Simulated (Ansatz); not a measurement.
# CH₆GeO₂: up Jacob's ladder to CCSD(T)

How much do the methods differ for CH₆GeO₂? The plan is to run it at one geometry with functionals of several rungs and with coupled cluster, and see how far each lands from CCSD(T) at the basis-set limit for the atomisation energy.

Program: Ansatz 0.2.0, Gaussian basis. Level of theory: functionals in def2-TZVPP, the program's frozen cores in correlated methods. These are calculated values, not measurements.

Plan: LDA (SPW92), PBE-D4, revPBE-D4, BLYP-D4, r2SCAN-D4, B97M-V, PBE0-D4, B3LYP-D4, r2SCANh-D4, r2SCAN0-D4, HSE06-D4, BHLYP-D4, CAM-B3LYP-D4, LC-ωPBE, ωB97X-V, ωB97M-V, B2PLYP, PBE-QIDH; CCSD(T)/def2-SVP; CCSD(T)/def2-TZVPP; MP2/def2-QZVPP; extrapolation to the limit; RPA on PBE.

## (1) Structure used throughout

An earlier PBE0-D4 in a triple-zeta def2 set relaxation fixed the geometry.

SMILES `O[CH2][GeH2][OH]`, 10 atoms, charge 0, spin multiplicity 1.

Atoms are counted from 1 here; the program's logs count them from 0.

Bond lengths: O1–C2 1.416 Å, O1–H5 0.960 Å, C2–Ge3 1.965 Å, C2–H6 1.097 Å, C2–H7 1.098 Å, Ge3–O4 1.789 Å, Ge3–H8 1.542 Å, Ge3–H9 1.534 Å, O4–H10 0.959 Å. Angles: C2–O1–H5 109.0°, O1–C2–Ge3 107.3°, O1–C2–H6 112.4°, O1–C2–H7 112.2°, Ge3–C2–H6 108.3°, Ge3–C2–H7 108.9°, H6–C2–H7 107.7°, C2–Ge3–O4 107.8°, C2–Ge3–H8 110.8°, C2–Ge3–H9 111.3°, O4–Ge3–H8 109.4°, O4–Ge3–H9 105.5°, H8–Ge3–H9 111.8°, Ge3–O4–H10 112.5°.

## (2) LDA

This LDA is Slater exchange with PW92 correlation.

in.yaml reads:

```yaml
crystal:
  periodic: [false, false, false]
  atoms:
    - {symbol: O, position_ang: [-1.949324, 0.362571, -0.099915]}
    - {symbol: C, position_ang: [-0.587827, 0.729993, -0.223341]}
    - {symbol: Ge, position_ang: [0.487497, -0.788436, 0.409480]}
    - {symbol: O, position_ang: [2.211808, -0.332534, 0.274096]}
    - {symbol: H, position_ang: [-2.498185, 1.103840, -0.366574]}
    - {symbol: H, position_ang: [-0.335480, 1.607802, 0.384741]}
    - {symbol: H, position_ang: [-0.310757, 0.952916, -1.262108]}
    - {symbol: H, position_ang: [0.220417, -2.042027, -0.447805]}
    - {symbol: H, position_ang: [0.251162, -1.056531, 1.901447]}
    - {symbol: H, position_ang: [2.593888, -0.588595, -0.567024]}
basis:
  gaussian: {orbitals: def2-TZVPP}
hamiltonian: {xc: lda}
output: {orbitals: {seedname: orbitals}}
```

Run with:

```sh
> ansatz run in.yaml --threads 4 --pin off --events-out ev --progress --plain --max-ram 10444MiB
```

Further steps of the session: PBE-D4 (GGA); revPBE-D4 (GGA); BLYP-D4 (GGA); r2SCAN-D4 (meta-GGA); B97M-V (meta-GGA); PBE0-D4 (hybrid); B3LYP-D4 (hybrid); r2SCANh-D4 (hybrid); r2SCAN0-D4 (hybrid); HSE06-D4 (hybrid); BHLYP-D4 (hybrid); CAM-B3LYP-D4 (range-separated); LC-ωPBE (range-separated); ωB97X-V (range-separated); ωB97M-V (range-separated); B2PLYP (double hybrid); PBE-QIDH (double hybrid); CCSD(T) in def2-SVP; CCSD(T) in def2-TZVPP; MP2 in def2-QZVPP; RPA on PBE orbitals.

Before running them: what should the planned runs give, taken together? Wanted: atomisation energy, CCSD(T)/CBS; farthest beyond LDA; mean size of error, GGA; mean size of error, meta-GGA; mean size of error, hybrid; mean size of error, range-separated; mean size of error, double hybrid; gap, smallest and largest; T1 diagnostic.

As calculated:

| quantity | value |
| --- | --- |
| atomisation energy, CCSD(T)/CBS | 816.8 kcal/mol |
| functionals within 8.2 kcal/mol (1.0 %) | PBE-D4, r2SCAN-D4, B97M-V, CAM-B3LYP-D4, ωB97X-V, ωB97M-V |
| farthest beyond LDA | BHLYP-D4 (-37.2 kcal/mol) |
| mean size of error, GGA | 10.6 kcal/mol |
| mean size of error, meta-GGA | 4.7 kcal/mol |
| mean size of error, hybrid | 17.2 kcal/mol |
| mean size of error, range-separated | 5.4 kcal/mol |
| mean size of error, double hybrid | 14.9 kcal/mol |
| gap, smallest and largest | 5.62 eV (LDA (SPW92)), 13.06 eV (LC-ωPBE) |
| T1 diagnostic | 0.0110 |
| triples share of the correlation energy | 3.4 % |

In words: LDA overbinds by 121.6 kcal/mol (15 %). PBE-D4 misses by +5.6 kcal/mol. Double hybrids carry the basis error of their MP2 part in triple zeta, and no dispersion term here, so their miss is partly the set-up's. The rungs meta-GGA, range-separated miss on average by less than the doubt on the reference (8.2 kcal/mol), so they tie. The reference freezes the cores and leaves out relativity and excitations past (T), and its outer-core shells are covered unevenly, so misses under about 8.2 kcal/mol can't be ranked. Hartree-Fock recovers 69 % of the binding; the rest is correlation. CCSD(T) in def2-SVP is off by -57.3 kcal/mol, which most functionals beat. The gap grows from 5.6 to 13.1 eV across the functionals, mostly with the share of exact exchange. Correlated methods include outer-core shells of Ge, which these sets cover unevenly.
